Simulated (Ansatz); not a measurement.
Crystal: YbH3.

```
CELL_PARAMETERS angstrom
0.00000 2.60497 2.60497
2.60497 0.00000 2.60497
2.60497 2.60497 0.00000
ATOMIC_POSITIONS crystal
Yb 0.00000 0.00000 0.00000
H 0.50000 0.50000 0.50000
H 0.25000 0.25000 0.25000
H 0.75000 0.75000 0.75000
```

The cell comes from a database or a generator and needn't be the stable form of this composition.

Base run:

| Quantity | Value |
| --- | --- |
| Program | Ansatz 0.2.0 |
| Functional | PBE |
| Potentials or basis | Ansatz PAW |
| Cutoff | 420 eV |
| Density cutoff | 1680 eV |
| k mesh | 9 × 9 × 9 |
| Occupations | fermi-dirac, width 0.05 eV |
| Spin | collinear spin, ferromagnetic start |
| Starting moments | [1.0, 0.0, 0.0, 0.0] μB |
| Hubbard terms | Yb f U = 2 eV |

Its results: band gap on the k mesh none (metal or under the smearing width); pressure -4.3 GPa; net moment 0.33 μB per cell; site moments Yb +0.31; H -0.00, +0.00 μB.

Problem. The run is repeated on the same cell with these changes: hubbard terms from Yb f U = 2 eV to Yb f U = 3 eV. What comes out?

Solution. Band gap on the k mesh none (metal or under the smearing width); pressure -3.9 GPa; net moment 0.35 μB per cell; site moments Yb +0.35; H -0.01, +0.00 μB.

Caveats: the magnetic or orbital state may not be the lowest; spin-orbit coupling is left out, which moves the levels of the heavy elements.

Not every run made on this cell is shown here.
